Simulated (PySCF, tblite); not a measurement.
# C42H35BS: electronic excitations, NMR shifts

Wanted: electronic excitations, NMR shifts for C42H35BS (`c1ccc([B-](c2ccccc2)(c2ccccc2)c2ccccc2)cc1.c1ccc([S+](c2ccccc2)c2ccccc2)cc1`).

Programs: tblite 0.8.0 and PySCF 2.14.0, with routines of our own; each step states its level. All values are computed. Atoms count from 0.

## 1. The starting structure

79 atoms, charge 0, multiplicity 1; geometry from: force field, distance geometry or constructed start.

## 2. Relaxing the molecule with GFN2-xTB

What the job is given:

```
{"job": {"kind": "relax", "xc": "GFN2-xTB", "basis": "xTB"}, "charge": 0, "multiplicity": 1}
C      3.869900     2.252700    -9.372200
C      4.522500     2.394700    -8.156100
C      4.246800     1.516900    -7.094300
C      3.319200     0.469000    -7.269400
B      2.912400    -0.480300    -6.009000
C      4.155400    -0.767800    -5.021800
C      5.460900    -0.937600    -5.537100
C      6.525300    -1.275700    -4.688100
C      6.297000    -1.495300    -3.330200
C      4.998500    -1.391100    -2.813900
C      3.934700    -1.052700    -3.657500
C      2.450700    -1.963000    -6.474200
C      1.558200    -2.713200    -5.676800
C      1.235900    -4.027800    -6.032500
C      1.819100    -4.618800    -7.145800
C      2.752400    -3.914700    -7.897700
C      3.086000    -2.599800    -7.559300
C      1.720400     0.343500    -5.294100
C      0.388700     0.219000    -5.736200
C     -0.625200     0.997600    -5.178400
C     -0.329700     1.949600    -4.201800
C      0.993500     2.133700    -3.797100
C      2.018800     1.359800    -4.344900
C      2.611400     0.376800    -8.484000
C      2.903800     1.259300    -9.532400
C     -2.522200    -3.126000     1.264800
C     -2.610000    -1.742700     1.421600
C     -1.827100    -0.887700     0.643300
C     -0.931700    -1.402600    -0.306200
S      0.124200    -0.419500    -1.386100
C      1.630700    -0.356500    -0.394600
C      2.770200     0.151200    -1.028100
C      3.992300     0.231900    -0.357100
C      4.091300    -0.201800     0.967400
C      2.966800    -0.713600     1.601900
C      1.743000    -0.794500     0.927800
C     -0.539600     1.227700    -1.068400
C     -1.617100     1.635600    -1.868100
C     -2.198500     2.889300    -1.708300
C     -1.708600     3.775000    -0.748700
C     -0.627400     3.387000     0.050300
C     -0.039700     2.121100    -0.107500
C     -0.852100    -2.795300    -0.463100
C     -1.636600    -3.652600     0.317700
H      4.079100     2.936400   -10.181400
H      5.247100     3.187300    -8.016700
H      4.740800     1.678200    -6.147300
H      5.660900    -0.818900    -6.588800
H      7.521400    -1.388500    -5.093700
H      7.118400    -1.760100    -2.676700
H      4.819400    -1.594900    -1.763600
H      2.945800    -1.020500    -3.236500
H      1.122000    -2.293800    -4.786200
H      0.530200    -4.589400    -5.427000
H      1.570700    -5.643700    -7.409300
H      3.232600    -4.386200    -8.750500
H      3.850900    -2.098800    -8.143000
H      0.134100    -0.472300    -6.526400
H     -1.648900     0.873500    -5.514500
H     -1.116800     2.554100    -3.777400
H      1.227300     2.891000    -3.059700
H      3.039400     1.552300    -4.049800
H      1.836000    -0.353800    -8.623600
H      2.368600     1.173500   -10.469400
H     -3.122200    -3.784200     1.870800
H     -3.303100    -1.327200     2.155800
H     -1.933500     0.181800     0.803500
H      2.719700     0.489200    -2.054400
H      4.862900     0.625500    -0.868900
H      5.035400    -0.143700     1.496000
H      3.036500    -1.062800     2.637600
H      0.894900    -1.208300     1.476400
H     -2.016200     0.959300    -2.617600
H     -3.036200     3.191000    -2.334900
H     -2.147500     4.754100    -0.629600
H     -0.226500     4.073000     0.792500
H      0.787900     1.875000     0.534200
H     -0.177900    -3.225000    -1.187900
H     -1.563500    -4.731600     0.182300
```

On the command line:

```bash
> OMP_NUM_THREADS=8 python large_run.py task.json out
```

The driver reads the jobs from task.json and runs them one after another.

Standard output:

```text
step      E/eV     max force
  0   -3048.28905    1.455
  1   -3048.52294    0.630
  2   -3048.62554    0.581
  3   -3048.71128    0.375
  4   -3048.72934    0.351
  5   -3048.76064    0.289
  6   -3048.78093    0.391
  7   -3048.80542    0.391
  8   -3048.82382    0.214
  9   -3048.83897    0.136
 10   -3048.85167    0.195
 11   -3048.86406    0.220
 12   -3048.87569    0.160
 13   -3048.88535    0.109
 14   -3048.89233    0.148
 15   -3048.89815    0.175
 16   -3048.90378    0.115
 17   -3048.90859    0.089
 18   -3048.91065    0.073
 19   -3048.91414    0.079
 20   -3048.91542    0.077
 21   -3048.91826    0.079
 22   -3048.92039    0.073
 23   -3048.92261    0.068
 24   -3048.92431    0.060
 25   -3048.92586    0.062
 26   -3048.92740    0.056
 27   -3048.92917    0.063
 28   -3048.93103    0.069
 29   -3048.93274    0.067
 30   -3048.93423    0.067
 31   -3048.93572    0.066
 32   -3048.93752    0.062
 33   -3048.93979    0.095
 34   -3048.94236    0.097
 35   -3048.94484    0.101
 36   -3048.94698    0.112
 37   -3048.94872    0.079
 38   -3048.95006    0.073
 39   -3048.95109    0.064
 40   -3048.95202    0.109
 41   -3048.95310    0.122
 42   -3048.95440    0.092
 43   -3048.95568    0.068
 44   -3048.95684    0.052
 45   -3048.95792    0.093
 46   -3048.95902    0.093
 47   -3048.95997    0.065
 48   -3048.96067    0.033
 49   -3048.96126    0.062
 50   -3048.96202    0.093
 51   -3048.96301    0.096
 52   -3048.96407    0.065
 53   -3048.96506    0.041
 54   -3048.96610    0.060
 55   -3048.96733    0.087
 56   -3048.96858    0.082
 57   -3048.96957    0.040
 58   -3048.97034    0.036
 59   -3048.97131    0.083
 60   -3048.97288    0.121
 61   -3048.97528    0.138
 62   -3048.97827    0.115
 63   -3048.98156    0.076
 64   -3048.98531    0.127
 65   -3048.98967    0.174
 66   -3048.99439    0.148
 67   -3048.99831    0.091
 68   -3049.00123    0.089
 69   -3049.00361    0.121
 70   -3049.00621    0.116
 71   -3049.00875    0.072
 72   -3049.01095    0.063
 73   -3049.01299    0.093
 74   -3049.01577    0.117
 75   -3049.01950    0.103
 76   -3049.02408    0.108
 77   -3049.02883    0.116
 78   -3049.03357    0.146
 79   -3049.03755    0.131
 80   -3049.04083    0.084
 81   -3049.04368    0.097
 82   -3049.04727    0.140
 83   -3049.05059    0.132
 84   -3049.05399    0.090
 85   -3049.05624    0.062
 86   -3049.05809    0.102
 87   -3049.06015    0.117
 88   -3049.06276    0.087
 89   -3049.06543    0.083
 90   -3049.06787    0.068
 91   -3049.07022    0.093
 92   -3049.07275    0.095
 93   -3049.07571    0.098
 94   -3049.07941    0.107
 95   -3049.08400    0.127
 96   -3049.08893    0.140
 97   -3049.09496    0.112
 98   -3049.10017    0.114
 99   -3049.10444    0.091
100   -3049.10769    0.092
101   -3049.11184    0.117
102   -3049.11753    0.132
103   -3049.12275    0.110
104   -3049.12657    0.087
105   -3049.13083    0.094
106   -3049.13513    0.122
107   -3049.13991    0.124
108   -3049.14449    0.102
109   -3049.14845    0.087
110   -3049.15160    0.090
111   -3049.15438    0.131
112   -3049.15719    0.125
113   -3049.16042    0.089
114   -3049.16345    0.107
115   -3049.16639    0.093
116   -3049.16899    0.088
117   -3049.17125    0.071
118   -3049.17358    0.089
119   -3049.17647    0.106
120   -3049.17984    0.109
121   -3049.18303    0.092
122   -3049.18570    0.071
123   -3049.18819    0.082
124   -3049.19107    0.084
125   -3049.19444    0.104
126   -3049.19828    0.119
127   -3049.20306    0.135
128   -3049.20945    0.181
129   -3049.21711    0.173
130   -3049.22395    0.126
131   -3049.22861    0.127
132   -3049.23210    0.118
133   -3049.23574    0.119
134   -3049.24047    0.085
135   -3049.24293    0.088
136   -3049.24486    0.069
137   -3049.24652    0.055
138   -3049.24847    0.057
139   -3049.25039    0.059
140   -3049.25225    0.057
141   -3049.25398    0.063
142   -3049.25556    0.056
143   -3049.25689    0.052
144   -3049.25799    0.043
145   -3049.25893    0.046
146   -3049.25972    0.043
147   -3049.26027    0.039
148   -3049.26066    0.027
149   -3049.26103    0.026
150   -3049.26149    0.051
151   -3049.26205    0.069
152   -3049.26263    0.060
153   -3049.26320    0.035
154   -3049.26378    0.039
155   -3049.26438    0.050
156   -3049.26495    0.054
157   -3049.26545    0.040
158   -3049.26592    0.035
159   -3049.26642    0.050
160   -3049.26701    0.060
161   -3049.26767    0.053
162   -3049.26839    0.046
163   -3049.26922    0.059
164   -3049.27019    0.078
165   -3049.27122    0.074
166   -3049.27214    0.047
167   -3049.27290    0.041
168   -3049.27363    0.047
169   -3049.27451    0.063
170   -3049.27561    0.062
171   -3049.27687    0.057
172   -3049.27823    0.056
173   -3049.27981    0.057
174   -3049.28191    0.066
175   -3049.28480    0.079
176   -3049.28832    0.094
177   -3049.29198    0.109
178   -3049.29561    0.105
179   -3049.29913    0.091
180   -3049.30233    0.087
181   -3049.30513    0.082
182   -3049.30702    0.094
183   -3049.30893    0.070
184   -3049.31045    0.055
185   -3049.31201    0.048
186   -3049.31299    0.057
187   -3049.31434    0.055
188   -3049.31534    0.050
189   -3049.31634    0.056
190   -3049.31720    0.047
191   -3049.31809    0.053
192   -3049.31899    0.039
193   -3049.31990    0.045
194   -3049.32085    0.052
195   -3049.32184    0.045
196   -3049.32281    0.048
197   -3049.32378    0.039
198   -3049.32473    0.042
199   -3049.32568    0.039
200   -3049.32656    0.049
201   -3049.32736    0.044
202   -3049.32806    0.036
203   -3049.32878    0.032
204   -3049.32962    0.048
205   -3049.33063    0.063
206   -3049.33176    0.055
207   -3049.33301    0.046
208   -3049.33439    0.054
209   -3049.33584    0.057
210   -3049.33723    0.055
211   -3049.33850    0.047
212   -3049.33972    0.053
213   -3049.34104    0.059
214   -3049.34241    0.067
215   -3049.34375    0.049
216   -3049.34493    0.056
217   -3049.34623    0.052
218   -3049.34776    0.053
219   -3049.34940    0.058
220   -3049.35098    0.050
221   -3049.35247    0.052
222   -3049.35377    0.048
223   -3049.35474    0.040
224   -3049.35541    0.029
225   -3049.35594    0.038
226   -3049.35651    0.040
227   -3049.35715    0.041
228   -3049.35783    0.037
229   -3049.35848    0.037
230   -3049.35910    0.037
231   -3049.35981    0.052
232   -3049.36062    0.051
233   -3049.36136    0.034
234   -3049.36195    0.039
235   -3049.36247    0.034
236   -3049.36297    0.032
237   -3049.36345    0.029
238   -3049.36388    0.030
239   -3049.36433    0.037
240   -3049.36490    0.038
241   -3049.36565    0.044
242   -3049.36656    0.054
243   -3049.36753    0.053
244   -3049.36855    0.054
245   -3049.36966    0.049
246   -3049.37086    0.049
247   -3049.37209    0.055
248   -3049.37333    0.067
249   -3049.37467    0.075
250   -3049.37616    0.075
251   -3049.37789    0.062
252   -3049.37965    0.054
253   -3049.38124    0.054
254   -3049.38312    0.071
255   -3049.38546    0.074
256   -3049.38802    0.069
257   -3049.39046    0.084
258   -3049.39240    0.077
259   -3049.39414    0.067
260   -3049.39591    0.068
261   -3049.39815    0.057
262   -3049.39967    0.058
263   -3049.40218    0.056
264   -3049.40405    0.063
265   -3049.40560    0.057
266   -3049.40691    0.056
267   -3049.40842    0.047
268   -3049.40981    0.048
269   -3049.41130    0.055
270   -3049.41278    0.053
271   -3049.41419    0.045
272   -3049.41537    0.054
273   -3049.41664    0.062
274   -3049.41846    0.068
275   -3049.42074    0.081
276   -3049.42371    0.080
277   -3049.42699    0.075
278   -3049.43000    0.078
279   -3049.43256    0.116
280   -3049.43614    0.079
281   -3049.43923    0.123
282   -3049.44341    0.101
283   -3049.44792    0.152
284   -3049.45307    0.144
285   -3049.45862    0.130
286   -3049.46245    0.130
287   -3049.46650    0.095
288   -3049.47105    0.094
289   -3049.47559    0.135
290   -3049.48056    0.088
291   -3049.48407    0.088
292   -3049.48684    0.115
293   -3049.48970    0.069
294   -3049.49307    0.072
295   -3049.49572    0.086
296   -3049.49815    0.074
297   -3049.50027    0.054
298   -3049.50168    0.061
299   -3049.50280    0.062
300   -3049.50444    0.063
301   -3049.50618    0.048
302   -3049.50785    0.054
303   -3049.50950    0.049
304   -3049.51065    0.047
305   -3049.51165    0.038
306   -3049.51246    0.036
307   -3049.51311    0.027
308   -3049.51366    0.028
309   -3049.51415    0.029
310   -3049.51464    0.030
311   -3049.51519    0.030
312   -3049.51572    0.035
313   -3049.51624    0.038
314   -3049.51678    0.043
315   -3049.51736    0.040
316   -3049.51796    0.036
317   -3049.51851    0.030
318   -3049.51904    0.045
319   -3049.51962    0.044
320   -3049.52033    0.038
321   -3049.52103    0.037
322   -3049.52170    0.042
323   -3049.52240    0.041
324   -3049.52315    0.041
325   -3049.52398    0.042
326   -3049.52496    0.036
327   -3049.52608    0.042
328   -3049.52742    0.044
329   -3049.52880    0.046
330   -3049.52999    0.043
331   -3049.53100    0.045
332   -3049.53207    0.042
333   -3049.53334    0.040
334   -3049.53467    0.052
335   -3049.53580    0.051
336   -3049.53687    0.044
337   -3049.53789    0.057
338   -3049.53921    0.049
339   -3049.54079    0.054
340   -3049.54229    0.059
341   -3049.54378    0.054
342   -3049.54537    0.046
343   -3049.54663    0.047
344   -3049.54763    0.061
345   -3049.54852    0.060
346   -3049.54939    0.039
347   -3049.55015    0.037
348   -3049.55073    0.044
349   -3049.55121    0.036
350   -3049.55167    0.028
351   -3049.55214    0.024
352   -3049.55257    0.031
353   -3049.55303    0.035
354   -3049.55351    0.029
355   -3049.55406    0.030
356   -3049.55469    0.033
357   -3049.55534    0.035
358   -3049.55596    0.031
359   -3049.55652    0.033
360   -3049.55707    0.031
361   -3049.55767    0.030
362   -3049.55832    0.036
363   -3049.55901    0.035
364   -3049.55970    0.037
365   -3049.56038    0.035
366   -3049.56110    0.039
367   -3049.56195    0.042
368   -3049.56300    0.051
369   -3049.56425    0.067
370   -3049.56557    0.065
371   -3049.56687    0.048
372   -3049.56737    0.075
373   -3049.56912    0.065
374   -3049.57028    0.057
375   -3049.57184    0.047
376   -3049.57278    0.042
377   -3049.57390    0.040
378   -3049.57493    0.036
379   -3049.57584    0.034
380   -3049.57658    0.044
381   -3049.57725    0.037
382   -3049.57797    0.029
383   -3049.57865    0.044
384   -3049.57921    0.040
385   -3049.57980    0.031
386   -3049.58027    0.028
387   -3049.58064    0.027
388   -3049.58097    0.027
389   -3049.58126    0.025
390   -3049.58155    0.026
391   -3049.58184    0.023
392   -3049.58211    0.024
393   -3049.58234    0.023
394   -3049.58259    0.026
395   -3049.58287    0.030
396   -3049.58316    0.038
397   -3049.58346    0.034
398   -3049.58379    0.024
399   -3049.58412    0.027
400   -3049.58445    0.028
401   -3049.58479    0.025
402   -3049.58515    0.024
403   -3049.58551    0.025
404   -3049.58583    0.025
405   -3049.58609    0.025
406   -3049.58634    0.022
407   -3049.58662    0.023
408   -3049.58695    0.028
409   -3049.58720    0.028
410   -3049.58756    0.025
411   -3049.58797    0.027
412   -3049.58838    0.022
413   -3049.58872    0.022
414   -3049.58904    0.024
415   -3049.58937    0.026
416   -3049.58973    0.031
417   -3049.59015    0.029
418   -3049.59062    0.030
419   -3049.59114    0.037
420   -3049.59173    0.038
421   -3049.59239    0.040
422   -3049.59305    0.034
423   -3049.59367    0.035
424   -3049.59418    0.035
425   -3049.59462    0.028
426   -3049.59500    0.023
427   -3049.59532    0.020
428   -3049.59557    0.019
```

It took 69 s on 8 threads of Intel Xeon 6975P-C, shared host; peak memory 0.2 GiB.

Along the way:

| step | energy from step 0 (eV) | largest force (eV/Å) |
| --- | --- | --- |
| 0 | 0.0000 | 1.4556 |
| 1 | -0.2339 | 0.6295 |
| 2 | -0.3365 | 0.5808 |
| 3 | -0.4222 | 0.3746 |
| 4 | -0.4403 | 0.3504 |
| 5 | -0.4716 | 0.2888 |
| 6 | -0.4919 | 0.3912 |
| 7 | -0.5164 | 0.3910 |
| 8 | -0.5348 | 0.2144 |
| 45 | -0.6689 | 0.0931 |
| 83 | -0.7615 | 0.1316 |
| 121 | -0.8940 | 0.0918 |
| 159 | -0.9774 | 0.0506 |
| 197 | -1.0347 | 0.0388 |
| 234 | -1.0729 | 0.0389 |
| 272 | -1.1263 | 0.0539 |
| 310 | -1.2256 | 0.0303 |
| 348 | -1.2617 | 0.0437 |
| 386 | -1.2912 | 0.0276 |
| 424 | -1.3051 | 0.0359 |
| 425 | -1.3056 | 0.0287 |
| 426 | -1.3059 | 0.0224 |
| 427 | -1.3063 | 0.0199 |
| 428 | -1.3065 | 0.0191 |

Distances of close pairs at the start and the end, largest changes first:

| bond | before (Å) | after (Å) | change (Å) |
| --- | --- | --- | --- |
| C17–C22 | 1.422 | 1.395 | -0.027 |
| C1–C2 | 1.405 | 1.382 | -0.023 |
| C40–C41 | 1.405 | 1.385 | -0.020 |
| C5–C6 | 1.414 | 1.394 | -0.019 |
| C36–C41 | 1.404 | 1.385 | -0.019 |
| C11–C12 | 1.413 | 1.394 | -0.019 |
| C27–C28 | 1.403 | 1.384 | -0.019 |
| C6–C7 | 1.403 | 1.384 | -0.019 |

The end geometry stands in the next job.

[end of part 1 of 2]
